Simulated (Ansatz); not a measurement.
# BiS (Pm-3m) in Ansatz: a series of runs

Aim: see how the results for BiS move with the level of theory and the settings. Levels: HSEsol, r2SCAN0, r2SCANh. Tasks: relaxation of cell and atoms, single point.

Program: Ansatz 0.2.0. These are calculated values, not measurements. Logs are shortened: lines on timing, memory, paths and dates and some standing lists are left out, and cuts for length are marked.

### 1 The structure

The structure is cubic, space group Pm-3m (No. 221). Conventional cell: a = 4.003 Å, b = 4.003 Å, c = 4.003 Å, α = 90.00°, β = 90.00°, γ = 90.00°. Bi (site symmetry m-3m) is surrounded by 8 S at 3.47 Å. S (site symmetry m-3m) is surrounded by 8 Bi at 3.47 Å.

The cell was built by a generator and needn't be a form met in nature.

### 2 Relaxation of cell and atoms, HSEsol

The input, input:

```
crystal:
  lattice:
    - [4.00294434, 0.0, 0.0]
    - [0.0, 4.00294434, 0.0]
    - [0.0, 0.0, 4.00294434]
  atoms:
    - { symbol: Bi, position: [0.5, 0.5, 0.5] }
    - { symbol: S, position: [0.0, 0.0, 0.0] }
hamiltonian:
  xc:
    exchange: hjs_pbesol
    correlation: pbesol
    exx: { coeff: 0.25, omega: 0.207 }
  pseudopotentials: { kind: paw }
kpoints:
  mp_grid: { grid: [4, 4, 4] }
scf:
  occupations: { method: fermi_dirac, width: 0.05 }
output:
  forces: true
  stress: true
  eigenvalues: true
relax:
  f_tol: 0.01
  max_steps: 40
  cell: { stress_tol: 0.05 }
```

Potentials or basis: Ansatz PAW.

Log:

```text
GPUs: using 1 of 1 available (devices: 1).
Engine: ansatz 0.2.0, x86_64-unknown-linux-gnu
Pseudopotentials: kind: paw
Pseudopotential: Bi, paw, valence charge 15, recommended cutoff 420 eV (normal), Bi.paw.azcp
Pseudopotential: S, paw, valence charge 6, recommended cutoff 420 eV (normal), S.paw.azcp
Functional definition: unnamed
  parameter a_1 = 0.25
  parameter omega_1 = 0.207/angstrom
  exchange = pbe_x(mu = 0.12345679012345678) + (-a_1)*hjs_pbesol_x_sr(omega_1) + a_1*exact_x_sr(omega_1)
  correlation = pbe_c(beta = 0.046)
device memory: the entry about to start is reckoned to put 0.5 GiB on a device that reports 60.2 GiB free (of which the cap on the GPU budget leaves the run 18.0 GiB)
GPU FFT provider: cuFFT
GPU libraries: cuBLAS 13.8.2, cuFFT 12.4.0, cuSOLVER 12.3.4
Crystal: 2 atoms, lattice volume = 64.141 Å³
Basis set: ecut = 420 eV, 1237 PW (Γ), exchange–correlation on 54×54×54 points (8 copies of the dense FFT grid, shifted against one another)
Bands: 15, of which v1, the nominal top of the filled ones, is band 11 counted from 1 (10 counted from 0)
Symmetry: 48 space group operations
Space group: Pm-3m (ITA 221), of the structure as read, at distance tolerance 4.0e-5 Å
k-points: 10 of 64
Non-local potential: Bi, projectors of the file, l = 0: 2, l = 1: 2, l = 2: 2, l = 3: 2
Non-local potential: S, projectors of the file, l = 0: 2, l = 1: 2, l = 2: 2
PAW form: soft (Blöchl's): semilocal exchange-correlation on the pseudo side does not see the compensation charge
PAW frozen core: Bi, regenerated for the run's functional, and the local potential with it (the file was generated under x = pbe(κ = 0.804, μ = 0.2195149727645171), c = pbe(β = 0.06672455060314922))
PAW frozen core: S, regenerated for the run's functional, and the local potential with it (the file was generated under x = pbe(κ = 0.804, μ = 0.2195149727645171), c = pbe(β = 0.06672455060314922))
PAW one-centre angular grid: Bi, 590 points (default); XC on 64 Gauss nodes
PAW one-centre angular grid: S, 110 points (default); XC on 64 Gauss nodes
Initial density: superposition of atomic densities (neutral atoms: chi_scale 0, normalization atom), corrected by the library's trained network
Initial wavefunctions: pseudopotential atomic-orbital guess
GPU buffer pool allocated for 19683 grid points (all kernels)
GPU transforms: local potential and band sums: pruned to the plane-wave sphere, on 27×27×27
Functional: x = pbesol(κ = 0.804, μ = 0.12345679012345678), c = pbesol(β = 0.046), warm-up for x = hjs_pbesol + 0.25 (exact − hjs_pbesol) at short range (ω = 0.207 Å⁻¹), c = pbesol(β = 0.046)
SCF iter   1: F=—  HF=-13125.946823 eV  |F-HF|=—  |Δ(HF+E_count)|=         —  Δρ=8.72e-3  dr2=1.27e-1  ethr=1.77e-3  ⟨swp⟩=11.2  Hψ=695  notcnv=0
preconditioner: auto → none  [insulator: Δε(μ)=0.407 eV  Ē_g=9.292 eV  σ=0.050 eV  W_gap=0.70  n_scr=18 (ndim 8)  ℏωp=15.4 eV  f_vac=0.000  D(μ)=1.81/eV (n_scr^D=18)]
SCF iter   2: F=—  HF=-13125.925673 eV  |F-HF|=—  |Δ(HF+E_count)|=   2.12e-2  Δρ=3.66e-3  dr2=2.25e-2  ethr=6.07e-4  ⟨swp⟩=2.7  Hψ=308  notcnv=0  defer=2
iter 3 solved again at ethr=1.01e-6 eV; its pass at ethr=1.07e-4 eV (dr2=2.12e-4 eV) is discarded
[... 365 lines left out ...]
hybrid outer 2: dexx = +1.564e-10 eV, tail = 2.19e-11 eV, Δε = 9.77e-5 eV (about 4.17e-6 eV left of the loop's levels)
relax step   7: F+E_penalty+E_count = -13175.76655058 eV  Δ(F+E_penalty+E_count) = +2.393e-3 eV  max|allowed force component| = 3.231e-25 eV/Å  Δτ_max = 0.0000 Å  P = -0.012 GPa  Ω = 43.142 Å³  stress off target by 1.16e-2 GPa  SCF on the basis re-selected at this cell (its energy is not comparable with the rows above)  (10 SCF iters)
basis re-selected at this cell: Δ(F+E_penalty+E_count) = +2.393e-3 eV, ΔP = -0.012 GPa vs the last step (what re-selecting the basis moved, of the pressure what is left beyond the Pulay correction that the steps carried, after the strain that the cell walked since its last selection, with what the two solves' SCF thresholds leave and, on support functions, any second-order correction that the steps lacked; it is no measure of the basis error at this ecutwfc). The dense FFT grid was sized anew with the basis: this SCF ran on 24×24×24 points, the steps before it on 27×27×27, so part of this shift can come from that change (see relax.cell in the input reference). This SCF's stress stands 1.16e-2 GPa from its target on what of the cell is left free (relax.cell.stress_tol is 5.00e-2 GPa) and its largest allowed force component is 3.23e-25 eV/Å (relax.f_tol is 1.00e-2 eV/Å): within both
hybrid SCF converged: 2 outer / 10 inner (+0 warm-up), last move |dexx| = 1.56e-10 eV, tail = 2.19e-11 eV
Stability not checked: this state was not tested for a lower state beside it, because the functional holds exact exchange (a hybrid, or Hartree-Fock), whose exchange loop this test does not read (fock_operator; see scf.lower_state_search)
Free energy (F): -13175.766551 eV
Frozen-core exchange: fock
Harris-Foulkes:  -13175.766551 eV  (|F-HF|=1.82e-12)
Internal energy: -13175.749366 eV  (E = F + TS)
E sigma→0 (E₀):  -13175.757959 eV
Entropy (-TS):   -0.017184 eV (-8.592 meV/atom)
Fermi energy:    12.262352 eV
--- Per-component energies (eV) ---
  E_band       = -81.057830
  E_kinetic    = 407.424713
  E_local      = -1417.700901  (includes V_loc(G=0)·N_el)
  E_nonlocal   = 594.179285
  E_hartree    = 446.883092
  E_xc         = -199.333233
  E_vxc        = -186.585523  (∫ρ·V_xc dr)
  E_exx        = -45.991807  (= α·E_x^exact, valence–valence)
  E_paw        = -11144.874262  (= ΣΔE_a)
  E_vpaw       = -280.157480  (= ΣTr[D̂ρ^β])
  E_aug_tail   = -0.000447  (compensation charges beyond the density's cutoff)
  E_ewald      = -1816.519821
  E_core_change = 0.184016  (= ΣΔE_core)
  E_smearing   = -0.017184  (= −TS)
  E_closure    = 0.000000  (closes the sum)
  Σ components = -13175.766551   (vs F -13175.766551, Δ=1.82e-12)
--- Forces (eV/Å), atoms counted from 1 ---
  atom   1  Bi    -0.00000000    -0.00000000     0.00000000
  atom   2  S     -0.00000000    -0.00000000     0.00000000
  max |Σ_I F_I| component: 1.01e-24 eV/Å
--- Stress (GPa, compression-positive) ---
       -0.011574      -0.000000      -0.000000
       -0.000000      -0.011574      -0.000000
       -0.000000      -0.000000      -0.011574
  P = ⅓ Tr σ = -0.0116 GPa (-0.116 kbar)
--- Band table (eV; the first three rows and the last of 10) ---
  k-point 0: bands = ["-13.5506", "-13.5506", "-13.3824", "-13.3824", "-13.3824", "-5.3049", "2.3718", "8.3507", "8.3507", "8.3507", "16.3371", "16.3371", "17.8635", "17.8635", "17.8635"]
  k-point 1: bands = ["-13.5472", "-13.4807", "-13.4068", "-13.4068", "-13.3803", "-4.5705", "0.8385", "8.5203", "9.0227", "9.0227", "14.1749", "16.1312", "16.1312", "16.9119", "20.2270"]
  k-point 2: bands = ["-13.5439", "-13.4310", "-13.4310", "-13.4104", "-13.3782", "-3.0552", "-1.4254", "10.0249", "10.0249", "10.2976", "10.6511", "14.2753", "14.2753", "17.9840", "20.3173"]
  k-point 9: bands = ["-13.4847", "-13.4847", "-13.4847", "-13.3238", "-13.3238", "-1.5064", "2.0596", "7.4456", "7.4456", "7.4456", "8.9613", "8.9613", "8.9613", "26.6594", "26.6594"]
--- Relaxed structure (6 steps of the walk, 6 accepted, 1 SCFs on fresh bases) ---
  F+E_penalty+E_count = -13175.76655058 eV   max|allowed force component| = 3.231e-25 eV/Å   (the final SCF, on the basis selected at the relaxed cell)
  cell:  # Å, volume = 43.1422 Å³
    - [3.507256849194503, -2.567906592516315e-34, 1.396299209680746e-33]
    - [7.7037197775489426e-34, 3.507256849194503, 0.0]
    - [-3.22593265684862e-33, -2.5679065925163143e-34, 3.507256849194503]
  atoms:
    - { symbol: Bi, position: [0.5, 0.5, 0.5] }
    - { symbol: S, position: [1.2689926468419149e-45, -1.2028208368174544e-35, 8.018805579021268e-36] }
```

Wall time 49 s (1 × NVIDIA H100 80GB HBM3 with 2 threads of AMD EPYC 7R13 (Zen 3), shared host); peak memory 1.8 GiB.

Results:

- Free energy: -13175.7666 eV
- Relaxed volume: 21.57 Å³/atom
- Relaxed cell: a = 3.507 Å, b = 3.507 Å, c = 3.507 Å, α = 90.00°, β = 90.00°, γ = 90.00°
- Space group after relaxing (to 0.05 Å): Pm-3m (No. 221)
- Energy gained by relaxing: 671.9 meV/atom
- Ionic steps: 7
- Pressure after relaxing: 0.0 GPa
- Band gap on the k mesh: none (metal or under the smearing width)

Step by step:
| step | energy change (eV) | largest force (eV/Å) | volume (Å³) |
| --- | --- | --- | --- |
| 1 | 0.0000 | 0.0000 | 64.14 |
| 2 | -0.7720 | 0.0000 | 55.21 |
| 3 | -1.2642 | 0.0000 | 47.15 |
| 4 | -1.3310 | 0.0000 | 41.64 |
| 5 | -1.3460 | 0.0000 | 43.31 |
| 6 | -1.3462 | 0.0000 | 43.14 |
| 7 | -1.3438 | 0.0000 | 43.14 |

Final structure:
```cif
data_structure
_symmetry_space_group_name_H-M 'P 1'
_symmetry_Int_Tables_number 1
_cell_length_a 3.5073
_cell_length_b 3.5073
_cell_length_c 3.5073
_cell_angle_alpha 90.000
_cell_angle_beta 90.000
_cell_angle_gamma 90.000
_cell_volume 43.14
loop_
_atom_site_label
_atom_site_type_symbol
_atom_site_fract_x
_atom_site_fract_y
_atom_site_fract_z
_atom_site_occupancy
Bi1 Bi 0.50000 0.50000 0.50000 1
S1 S 0.00000 0.00000 0.00000 1
```

Caveat: the k mesh is coarse (spacing up to 0.39 Å⁻¹), so the values aren't converged, least of all with exact exchange; the volume moved by over 15 % at a fixed basis, so the end points are rough; the plane-wave basis is chosen anew once the cell has moved, so the energies of steps on either side of that aren't comparable; spin-orbit coupling is left out, which moves the levels of the heavy elements; the PAW data sets come from PBE, with cores solved anew for the run's functional, which leaves a small shift of forces and pressure.

### 3 Single point, r2SCAN0

input, as its differences from that of step 2:

```diff
@@ -9,6 +9,3 @@
 hamiltonian:
-  xc:
-    exchange: hjs_pbesol
-    correlation: pbesol
-    exx: { coeff: 0.25, omega: 0.207 }
+  xc: r2scan0
   pseudopotentials: { kind: paw }
@@ -22,5 +19 @@
   eigenvalues: true
-relax:
-  f_tol: 0.01
-  max_steps: 40
-  cell: { stress_tol: 0.05 }
```

Potentials or basis: Ansatz PAW.

It took 10 s on 1 × NVIDIA H100 80GB HBM3 with 2 threads of AMD EPYC 7R13 (Zen 3), shared host; peak memory 2 GiB.

Results (log left out):

| Quantity | Value |
| --- | --- |
| Free energy | -13312.6001 eV |
| Pressure | -13.8 GPa |
| Band gap on the k mesh | none (metal or under the smearing width) |

Levels at points of the mesh, in eV from the Fermi level:
| k point | band 7 | band 8 | band 9 | band 10 | band 11 | band 12 | band 13 | band 14 |
| --- | --- | --- | --- | --- | --- | --- | --- | --- |
| (0.00, 0.00, 0.00) | -11.47 | -3.02 | -3.02 | -3.02 | 3.64 | 3.64 | 3.64 | 5.73 |
| (0.00, 0.00, -0.50) | -12.77 | -2.49 | -1.95 | -1.95 | -1.71 | 1.87 | 1.87 | 7.74 |
| (0.00, -0.50, -0.50) | -12.05 | -5.36 | -5.36 | -1.74 | 2.43 | 2.43 | 2.74 | 6.92 |
| (-0.50, -0.50, -0.50) | -11.49 | -3.36 | -3.36 | -3.36 | -1.98 | -1.98 | -1.98 | 11.86 |

Caveat: the k mesh is coarse (spacing up to 0.39 Å⁻¹), so the values aren't converged, least of all with exact exchange; spin-orbit coupling is left out, which moves the levels of the heavy elements; the PAW data sets come from PBE, with cores solved anew for the run's functional, which leaves a small shift of forces and pressure; the thresholds are loose for stress.

### 4 Single point, r2SCANh

input, as its differences from that of step 3:

```diff
@@ -9,3 +9,3 @@
 hamiltonian:
-  xc: r2scan0
+  xc: r2scanh
   pseudopotentials: { kind: paw }
@@ -19 +19,5 @@
   eigenvalues: true
+  write_density: true
+  write_potential: true
+  elf: true
+  volumetric_format: npy
```

Wall time 10 s (1 × NVIDIA H100 80GB HBM3 with 2 threads of AMD EPYC 7R13 (Zen 3), shared host); peak memory 2 GiB.

Results (log left out):

```
Free energy            : -13314.5354 eV
Pressure               : -12.8 GPa
Band gap on the k mesh : none (metal or under the smearing width)
```

Levels at points of the mesh, in eV from the Fermi level:
| k point | band 8 | band 9 | band 10 | band 11 | band 12 | band 13 |
| --- | --- | --- | --- | --- | --- | --- |
| (0.00, 0.00, 0.00) | -2.52 | -2.52 | -2.52 | 3.16 | 3.16 | 3.16 |
| (0.00, 0.00, -0.50) | -2.10 | -1.54 | -1.54 | -1.52 | 1.55 | 1.55 |
| (0.00, -0.50, -0.50) | -4.71 | -4.71 | -1.35 | 2.01 | 2.01 | 2.39 |
| (-0.50, -0.50, -0.50) | -2.89 | -2.89 | -2.89 | -1.72 | -1.72 | -1.72 |

Caveat: the k mesh is coarse (spacing up to 0.39 Å⁻¹), so the values aren't converged, least of all with exact exchange; spin-orbit coupling is left out, which moves the levels of the heavy elements; the PAW data sets come from PBE, with cores solved anew for the run's functional, which leaves a small shift of forces and pressure; the thresholds are loose for stress.

### 5 Summary

```csv
task,level,cell,cutoff (eV),gap on the mesh (eV),pressure (GPa)
relaxation of cell and atoms,HSEsol,relaxed,420,none,0.0
single point,r2SCAN0,as given,500,none,-13.8
single point,r2SCANh,as given,500,none,-12.8
```

Alike in all rows: potentials or basis Ansatz PAW; no spin polarisation; k mesh 4 × 4 × 4; smearing fermi-dirac 0.05 eV; the mesh is coarse, so values aren't converged.

Caveats: all runs use coarse meshes; spin-orbit coupling is left out, which moves the levels of the heavy elements; the PAW data sets come from PBE, with cores solved anew for the run's functional, which leaves a small shift of forces and pressure; the thresholds are loose for stress (some runs); the volume moved by over 15 % at a fixed basis, so the end points are rough (some runs); the plane-wave basis is chosen anew once the cell has moved, so the energies of steps on either side of that aren't comparable (some runs).

Total energies depend on the potentials used, so only differences within one code and one set of settings carry meaning.
